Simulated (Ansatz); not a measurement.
# CH5ClSi: the cost of one run

The runs use Ansatz 0.2.0, Gaussian basis; PBE0-D4/def2-TZVP structures, single points in def2-TZVPP, no counterpoise correction.

Levels: SPW92, PBE-D4, BLYP-D4, r2SCAN-D4, B97M-V, PBE0-D4, B3LYP-D4, r2SCAN0-D4, BHLYP-D4, CAM-B3LYP-D4, wB97X-V, wB97M-V, B2PLYP, PBE-QIDH, RPA on PBE, Hartree-Fock, MP2, CCSD, CCSD(T).

Correlated methods freeze the cores. B3LYP uses VWN-RPA correlation. B2PLYP carries no dispersion term here.

94 further runs of the same task are left out: 94 set aside as unsound or not needed.

## (1) Where the work starts

The complex: 10 atoms, charge 0, spin multiplicity 1.

Atoms are counted from 1 here; the program's logs count them from 0.

Bond lengths: Si1–H3 1.481 Å, Si1–H4 1.482 Å, Si1–C5 1.851 Å, Si1–Cl7 2.088 Å, F2–H6 0.931 Å, C5–H8 1.094 Å, C5–H9 1.092 Å, C5–H10 1.092 Å. Angles: H3–Si1–H4 110.2°, H3–Si1–C5 112.7°, H3–Si1–Cl7 106.1°, H4–Si1–C5 112.9°, H4–Si1–Cl7 105.3°, C5–Si1–Cl7 109.1°, Si1–C5–H8 109.7°, Si1–C5–H9 110.4°, Si1–C5–H10 110.8°, H8–C5–H9 108.7°, H8–C5–H10 108.4°, H9–C5–H10 108.8°.

Geometry (Å):

| atom | x (Å) | y (Å) | z (Å) |
| --- | --- | --- | --- |
| Si1 | -0.9934 | 0.3593 | -0.3519 |
| F2 | 2.6375 | 0.3445 | -0.6970 |
| H3 | -0.9985 | -0.0112 | -1.7855 |
| H4 | -2.3590 | 0.7335 | 0.0841 |
| C5 | -0.2243 | -0.9397 | 0.7193 |
| H6 | 2.0193 | 1.0284 | -0.5663 |
| Cl7 | 0.1304 | 2.1139 | -0.2119 |
| H8 | -0.8049 | -1.8641 | 0.6511 |
| H9 | 0.7980 | -1.1440 | 0.3949 |
| H10 | -0.2052 | -0.6206 | 1.7632 |

Its parts: CH₅ClSi holds atoms 1, 3, 4, 5, 7, 8, 9, 10; HF holds atoms 2, 6. Each part counts its atoms afresh in its own runs.

## (2) Relaxing CH₅ClSi alone

Input file relax-a/in.yaml:

```yaml
crystal:
  periodic: [false, false, false]
  atoms:
    - {symbol: Si, position_ang: [-0.993359, 0.359302, -0.351874]}
    - {symbol: H, position_ang: [-0.998536, -0.011192, -1.785536]}
    - {symbol: H, position_ang: [-2.358954, 0.733505, 0.084147]}
    - {symbol: C, position_ang: [-0.224319, -0.939747, 0.719293]}
    - {symbol: Cl, position_ang: [0.130423, 2.113862, -0.211862]}
    - {symbol: H, position_ang: [-0.804895, -1.864102, 0.651095]}
    - {symbol: H, position_ang: [0.798035, -1.144047, 0.394881]}
    - {symbol: H, position_ang: [-0.205170, -0.620552, 1.763184]}
basis:
  gaussian: {orbitals: def2-TZVP}
hamiltonian: {xc: pbe0, dispersion: d4}
relax: {f_tol: 0.005, max_steps: 200}
```

Launch:

```bash
> ansatz run in.yaml --threads 4 --pin off --events-out ev --progress --plain --max-ram 9574MiB
```

**Question.** How long does this run take on 4 threads of Intel Xeon at 2.50GHz, shared host?

About 17 s.
